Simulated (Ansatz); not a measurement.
# SiC: the crystal squeezed far

One table from this session's results is given with a row withheld; the runs are named, their logs left out.

Method: DFT, PBE, PAW with Ansatz's default frozen-core files, scalar-relativistic, in Ansatz 0.2.0.

1 further run of the same task is left out (it didn't finish).

## The starting structure

Symmetry: F-43m, No. 216, cubic system. Conventional cell: a = 4.323 Å, b = 4.323 Å, c = 4.323 Å, α = 90.00°, β = 90.00°, γ = 90.00°. Si (site symmetry -43m) has 4 C at 1.87 Å as nearest neighbours. Around C (site symmetry -43m) lie 4 Si at 1.87 Å.

Coordinates:

```cif
data_structure
_symmetry_space_group_name_H-M 'F-43m'
_symmetry_Int_Tables_number 216
_cell_length_a 4.3232
_cell_length_b 4.3232
_cell_length_c 4.3232
_cell_angle_alpha 90.000
_cell_angle_beta 90.000
_cell_angle_gamma 90.000
_cell_volume 80.80
loop_
_atom_site_label
_atom_site_type_symbol
_atom_site_symmetry_multiplicity
_atom_site_Wyckoff_symbol
_atom_site_fract_x
_atom_site_fract_y
_atom_site_fract_z
_atom_site_occupancy
Si1 Si 4 a 0.00000 0.00000 0.00000 1
C1 C 4 d 0.25000 0.25000 0.75000 1
```

The file gives the conventional cell by its symmetry; the runs use the cell typed in the input.

Whether this phase is the stable one at these pressures isn't tested.

Atoms are numbered in the order of the input: Si1, C2.

The first run:

Contents of input.yaml:

```yaml
crystal:
  lattice:
    - [0.0, 2.1616189057, 2.1616189057]
    - [2.1616189057, 0.0, 2.1616189057]
    - [2.1616189057, 2.1616189057, 0.0]
  atoms:
    - { symbol: Si, position: [0.0, 0.0, 0.0] }
    - { symbol: C, position: [0.25, 0.25, 0.25] }
kpoints:
  mp_grid: { grid: [15, 15, 15] }
scf:
  occupations: { method: fermi_dirac, width: 0.05 }
hamiltonian:
  xc: pbe
  pseudopotentials: { kind: paw }
output:
  forces: true
  stress: true
relax:
  f_tol: 0.005
  max_steps: 40
  cell: {}
```

The run is started by

```sh
$ ansatz run input.yaml --threads 1 --pin off --max-ram 2048MiB --backend cpu --events-out ev --progress --plain --runs-dir out
```

Among the steps run: Cell relaxed at zero pressure, PAW; Volume scaled by 1, PAW; Volume scaled by 0.94, PAW; Volume scaled by 0.88, PAW; Volume scaled by 0.8, PAW; Volume scaled by 0.72, PAW; Volume scaled by 0.64, PAW; Volume scaled by 0.55, PAW; Volume scaled by 0.55, PAW (partial_waves polarizable).

One table of the session follows, with a row left open; its other results are not shown here.

 The rows PAW, 0.55 and PAW (partial_waves polarizable), 0.55 agree to the last digit and may rest on the same set-up.

```
                         method  volume over the first  volume (Å³/atom)  pressure (GPa)  gap on the k mesh (eV)
                            PAW                      1            10.501            0.00                    1.42
                            PAW                   0.94             9.871           14.85                    1.37
                            PAW                   0.88                 ?               ?                       ?
                            PAW                    0.8             8.401           72.79                    1.20
                            PAW                   0.72             7.561          130.25                    1.08
                            PAW                   0.64             6.721          219.21                    0.91
                            PAW                   0.55             5.776          384.99                    0.67
PAW (partial_waves polarizable)                   0.55             5.776          384.99                    0.67
```

**Question.** Estimate the row for PAW, 0.88.

**Answer.** volume (Å³/atom): 9.241; pressure (GPa): 34.83; gap on the k mesh (eV): 1.31. In the column «volume (Å³/atom)» it lies between PAW, 0.8 (8.401) and PAW, 0.94 (9.871).
